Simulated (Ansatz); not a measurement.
# HSSeSi: the cost of one run

Program: Ansatz 0.2.0, Gaussian basis. Level of theory: revPBE-D4/cc-pVDZ. These are calculated values, not measurements.

### 1 The starting structure

SMILES `S=[SiH][Se-]`, 4 atoms, charge -1, spin multiplicity 1.

Atoms are counted from 1 here; the program's logs count them from 0.

Bond lengths: S1–Si2 2.009 Å, Si2–Se3 2.164 Å, Si2–H4 1.458 Å. Angles: S1–Si2–Se3 131.9°, S1–Si2–H4 116.4°, Se3–Si2–H4 111.7°.

Geometry (Å):

```xyz
4

S    -1.61976   -0.08568    1.22278
Si   -0.05849    0.04109   -0.03460
Se    1.97028   -0.69915    0.10186
H    -0.29202    0.74374   -1.29004
```

### 2 The run

md/in.yaml reads:

```yaml
crystal:
  periodic: [false, false, false]
  atoms:
    - {symbol: S, position_ang: [-1.619760, -0.085680, 1.222780]}
    - {symbol: Si, position_ang: [-0.058490, 0.041090, -0.034600]}
    - {symbol: Se, position_ang: [1.970280, -0.699150, 0.101860]}
    - {symbol: H, position_ang: [-0.292020, 0.743740, -1.290040]}
basis:
  gaussian: {orbitals: cc-pVDZ}
total_charge: -1
hamiltonian: {xc: {name: revPBE}, dispersion: d4}
md: {n_steps: 30, timestep: 1.0, temperature: 700, ensemble: nve, seed: 980, initial_velocities: maxwell_boltzmann}
```

Run with:

```console
ansatz run in.yaml --threads 2 --pin off --events-out ev --progress --plain --max-ram 3481MiB
```

What time and memory should one allow on 2 threads of Arm Neoverse V1, shared host?

About 43 s, with a peak of 0.11 GiB.
